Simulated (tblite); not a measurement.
# C5H14N2Si: the cost of one run

Programs: tblite 0.8.0 and PySCF 2.14.0, with density-fitted response routines of our own. Each step states its level of theory. These are calculated values for one molecule, in the gas phase or a continuum, unless marked as measured. Atoms are numbered from 0 throughout.

### Step 1. The starting structure

22 atoms, charge 0, multiplicity 1; geometry from: force field or distance geometry start.

Bonds of the start (Å): C0–N1 1.44, N1–C2 1.45, C2–C3 1.50, C3–C4 1.52, C4–N5 1.45, N5–Si6 1.80, N5–C7 1.43, C7–C2 1.51, C0–H8 1.11, C0–H9 1.10, C0–H10 1.13, N1–H11 1.02, C2–H12 1.11, C3–H13 1.10, C3–H14 1.13, C4–H15 1.09, C4–H16 1.11, Si6–H17 1.48, Si6–H18 1.47, Si6–H19 1.47, C7–H20 1.12, C7–H21 1.11.

### Step 2. Relaxing the molecule with GFN2-xTB

The job: settings as JSON, then the geometry in Å.

```
{"job": {"kind": "relax", "xc": "GFN2-xTB", "basis": "xTB"}, "charge": 0, "multiplicity": 1}
C     -2.859500     0.457500     0.532800
N     -1.883000     0.660100    -0.500100
C     -0.543700     0.292800    -0.071500
C     -0.423400    -1.147400     0.326800
C      1.093400    -1.291700     0.342600
N      1.576500    -0.408300    -0.701700
Si     2.808000     0.705300    -0.000200
C      0.475200     0.372700    -1.182700
H     -2.698100    -0.562800     0.948000
H     -2.783200     1.220600     1.322000
H     -3.885000     0.517100     0.071500
H     -2.152600     0.335000    -1.427400
H     -0.186700     0.899200     0.786100
H     -0.890000    -1.861600    -0.362300
H     -0.833500    -1.234600     1.381300
H      1.374800    -2.331100     0.145900
H      1.423900    -0.931200     1.343800
H      2.803900     0.546700     1.469700
H      4.119000     0.276400    -0.512200
H      2.569300     2.102400    -0.387700
H      0.765700     1.432900    -1.375700
H      0.118600    -0.030700    -2.149600
```

On the command line:

```bash
OMP_NUM_THREADS=1 python probes_run.py task.json out
```

This one command runs all jobs of the session in turn.

**Question.** How long does this first job take on 1 thread of Arm Neoverse N1, shared host, and how much memory does it need?

About 1.7 s, with a peak of 0.18 GiB.
